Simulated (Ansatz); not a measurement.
# AlFH₅NSi: up Jacob's ladder to CCSD(T)

Aim: compute AlFH₅NSi with functionals from several rungs and with coupled cluster, and see how far each lands from CCSD(T) at the basis-set limit for the atomisation energy.

Method: functionals in def2-TZVPP, the program's frozen cores in correlated methods; program: Ansatz 0.2.0, Gaussian basis.

Plan: LDA (SPW92), PBE-D4, revPBE-D4, BLYP-D4, r2SCAN-D4, B97M-V, PBE0-D4, B3LYP-D4, r2SCANh-D4, r2SCAN0-D4, HSE06-D4, BHLYP-D4, CAM-B3LYP-D4, LC-ωPBE, ωB97X-V, ωB97M-V, B2PLYP, PBE-QIDH; CCSD(T)/def2-SVP; CCSD(T)/def2-TZVPP; MP2/def2-QZVPP; extrapolation to the limit; RPA on PBE.

## (1) The relaxed structure

The geometry comes from an earlier relaxation with PBE0-D4 in a triple-zeta def2 set; it is a stationary point, not always the lowest conformer.

SMILES `[F][AlH][NH][SiH3]`, 9 atoms, charge 0, spin multiplicity 1.

Atoms are counted from 1 here; the program's logs count them from 0.

Bond lengths: F1–Al2 1.650 Å, Al2–N3 1.771 Å, Al2–H5 1.567 Å, N3–Si4 1.727 Å, N3–H6 1.012 Å, Si4–H7 1.489 Å, Si4–H8 1.486 Å, Si4–H9 1.489 Å. Angles: F1–Al2–N3 117.2°, F1–Al2–H5 119.9°, N3–Al2–H5 123.0°, Al2–N3–Si4 128.3°, Al2–N3–H6 116.6°, Si4–N3–H6 115.1°, N3–Si4–H7 112.2°, N3–Si4–H8 106.9°, N3–Si4–H9 112.2°, H7–Si4–H8 109.1°, H7–Si4–H9 107.4°, H8–Si4–H9 109.0°.

Geometry (Å):

```
F    -1.35250    2.74577    0.79498
Al   -0.34253    1.70481    0.00881
N    -0.45117   -0.00896    0.44232
Si    0.46379   -1.33259   -0.18503
H     0.65543    2.25055   -1.06906
H    -1.13216   -0.25472    1.15000
H     1.24850   -2.02550    0.87384
H     1.39976   -0.77198   -1.19433
H    -0.40062   -2.35367   -0.83863
```

## (2) LDA

This LDA is Slater exchange with PW92 correlation.

in.yaml reads:

```yaml
crystal:
  periodic: [false, false, false]
  atoms:
    - {symbol: F, position_ang: [-1.352499, 2.745767, 0.794979]}
    - {symbol: Al, position_ang: [-0.342529, 1.704808, 0.008811]}
    - {symbol: N, position_ang: [-0.451170, -0.008960, 0.442318]}
    - {symbol: Si, position_ang: [0.463792, -1.332593, -0.185034]}
    - {symbol: H, position_ang: [0.655434, 2.250546, -1.069055]}
    - {symbol: H, position_ang: [-1.132159, -0.254720, 1.150004]}
    - {symbol: H, position_ang: [1.248496, -2.025503, 0.873838]}
    - {symbol: H, position_ang: [1.399756, -0.771979, -1.194333]}
    - {symbol: H, position_ang: [-0.400620, -2.353668, -0.838629]}
basis:
  gaussian: {orbitals: def2-TZVPP}
hamiltonian: {xc: lda}
output: {orbitals: {seedname: orbitals}}
```

The run is started by

```bash
ansatz run in.yaml --threads 2 --pin off --events-out ev --progress --plain --max-ram 4352MiB
```

The runs that follow: PBE-D4 (GGA); revPBE-D4 (GGA); BLYP-D4 (GGA); r2SCAN-D4 (meta-GGA); B97M-V (meta-GGA); PBE0-D4 (hybrid); B3LYP-D4 (hybrid); r2SCANh-D4 (hybrid); r2SCAN0-D4 (hybrid); HSE06-D4 (hybrid); BHLYP-D4 (hybrid); CAM-B3LYP-D4 (range-separated); LC-ωPBE (range-separated); ωB97X-V (range-separated); ωB97M-V (range-separated); B2PLYP (double hybrid); PBE-QIDH (double hybrid); CCSD(T) in def2-SVP; CCSD(T) in def2-TZVPP; MP2 in def2-QZVPP; RPA on PBE orbitals.

Before running them: what should the planned runs give, taken together? Wanted: atomisation energy, CCSD(T)/CBS; farthest beyond LDA; mean size of error, GGA; mean size of error, meta-GGA; mean size of error, hybrid; mean size of error, range-separated; mean size of error, double hybrid; gap, smallest and largest; T1 diagnostic.

The runs gave:

| quantity | value |
| --- | --- |
| atomisation energy, CCSD(T)/CBS | 3011.8 kJ/mol |
| functionals within 15.1 kJ/mol (0.5 %) | B97M-V, CAM-B3LYP-D4, ωB97X-V, ωB97M-V |
| farthest beyond LDA | revPBE-D4 (-93.9 kJ/mol) |
| mean size of error, GGA | 51.8 kJ/mol |
| mean size of error, meta-GGA | 13.2 kJ/mol |
| mean size of error, hybrid | 59.8 kJ/mol |
| mean size of error, range-separated | 14.1 kJ/mol |
| mean size of error, double hybrid | 56.1 kJ/mol |
| gap, smallest and largest | 5.28 eV (LDA (SPW92)), 12.26 eV (LC-ωPBE) |
| T1 diagnostic | 0.0119 |
| triples share of the correlation energy | 3.1 % |

In words: The LDA atomisation energy is off by 318.3 kJ/mol (11 %): it overbinds. PBE-D4 is off by -31.5 kJ/mol. Double hybrids carry the basis error of their MP2 part in triple zeta, and no dispersion term here, so their miss is partly the set-up's. The rungs meta-GGA, range-separated miss on average by less than the doubt on the reference (15.1 kJ/mol), so they tie. The reference freezes the cores and leaves out relativity and excitations past (T), so misses under about 15.1 kJ/mol can't be ranked. Hartree-Fock recovers 73 % of the binding; the rest is correlation. CCSD(T) in def2-SVP is off by -228.5 kJ/mol, so the small basis spoils what the method gains. Orbital gaps span 5.3 to 12.3 eV; exact exchange widens them.
